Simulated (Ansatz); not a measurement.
**BClGaH₂N: a ladder of functionals and wavefunction methods**

An exercise on one series of results from a longer session: the logs are not shown, and one member is left open.

The runs use Ansatz 0.2.0, Gaussian basis; functionals in def2-TZVPP, the program's frozen cores in correlated methods.

The runs, in order: LDA (SPW92), PBE-D4, revPBE-D4, BLYP-D4, r2SCAN-D4, B97M-V, PBE0-D4, B3LYP-D4, r2SCANh-D4, r2SCAN0-D4, HSE06-D4, BHLYP-D4, CAM-B3LYP-D4, LC-ωPBE, ωB97X-V, ωB97M-V, B2PLYP, PBE-QIDH; CCSD(T)/def2-SVP; CCSD(T)/def2-TZVPP; MP2/def2-QZVPP; extrapolation to the limit; RPA on PBE.

## The relaxed structure

The geometry comes from an earlier relaxation with PBE0-D4 in a triple-zeta def2 set; it is a stationary point.

SMILES `Cl[B]1[NH][GaH]1`, 6 atoms, charge 0, spin multiplicity 1.

Atoms are counted from 1 here; the program's logs count them from 0.

Bond lengths: Cl1–B2 1.743 Å, B2–N3 1.371 Å, B2–Ga4 1.994 Å, N3–Ga4 1.945 Å, N3–H5 1.014 Å, Ga4–H6 1.553 Å. Angles: Cl1–B2–N3 137.0°, Cl1–B2–Ga4 155.3°, N3–B2–Ga4 67.7°, B2–N3–Ga4 71.6°, B2–N3–H5 130.9°, Ga4–N3–H5 157.6°, B2–Ga4–N3 40.7°, B2–Ga4–H6 164.1°, N3–Ga4–H6 123.4°.

The first run:

in.yaml

```yaml
crystal:
  periodic: [false, false, false]
  atoms:
    - {symbol: Cl, position_ang: [0.824557, -2.387935, 0.814375]}
    - {symbol: B, position_ang: [0.193400, -0.838225, 0.325488]}
    - {symbol: N, position_ang: [0.621788, 0.227174, -0.423116]}
    - {symbol: Ga, position_ang: [-1.167078, 0.616364, 0.233950]}
    - {symbol: H, position_ang: [1.492228, 0.382197, -0.918667]}
    - {symbol: H, position_ang: [-1.922893, 1.936327, -0.078130]}
basis:
  gaussian: {orbitals: def2-TZVPP}
hamiltonian: {xc: lda}
output: {orbitals: {seedname: orbitals}}
```

The run is started by

```
> ansatz run in.yaml --threads 2 --pin off --events-out ev --progress --plain --max-ram 4352MiB
```

Steps of the session up to this table: LDA; PBE-D4 (GGA); revPBE-D4 (GGA); BLYP-D4 (GGA); r2SCAN-D4 (meta-GGA); B97M-V (meta-GGA); B3LYP-D4 (hybrid); r2SCANh-D4 (hybrid); r2SCAN0-D4 (hybrid); HSE06-D4 (hybrid); BHLYP-D4 (hybrid); CAM-B3LYP-D4 (range-separated); LC-ωPBE (range-separated); ωB97X-V (range-separated); ωB97M-V (range-separated); B2PLYP (double hybrid); PBE-QIDH (double hybrid).

One table of the session follows, with a row left open; its other results are not shown here.

It belongs to the step «Orbital energies across the functionals». 

| functional | HOMO (eV) | LUMO (eV) | gap (eV) |
| --- | --- | --- | --- |
| LDA (SPW92) | ? | ? | ? |
| PBE-D4 | -5.75 | -2.19 | 3.56 |
| revPBE-D4 | -5.69 | -2.09 | 3.60 |
| BLYP-D4 | -5.63 | -2.11 | 3.53 |
| r2SCAN-D4 | -5.97 | -1.97 | 4.00 |
| B97M-V | -5.99 | -2.09 | 3.90 |
| PBE0-D4 | -6.75 | -1.40 | 5.35 |
| B3LYP-D4 | -6.60 | -1.64 | 4.95 |
| r2SCANh-D4 | -6.34 | -1.69 | 4.65 |
| r2SCAN0-D4 | -6.90 | -1.27 | 5.63 |
| HSE06-D4 | -6.36 | -1.77 | 4.59 |
| BHLYP-D4 | -7.68 | -0.63 | 7.05 |
| CAM-B3LYP-D4 | -8.01 | -0.47 | 7.53 |
| LC-ωPBE | -9.23 | 0.65 | 9.88 |
| ωB97X-V | -8.93 | 0.54 | 9.46 |
| ωB97M-V | -8.78 | 0.36 | 9.14 |

**Question.** Estimate the row for LDA (SPW92).

As computed: HOMO (eV): -5.88; LUMO (eV): -2.43; gap (eV): 3.45. In the column «HOMO (eV)» it lies between r2SCAN-D4 (-5.97) and PBE-D4 (-5.75).
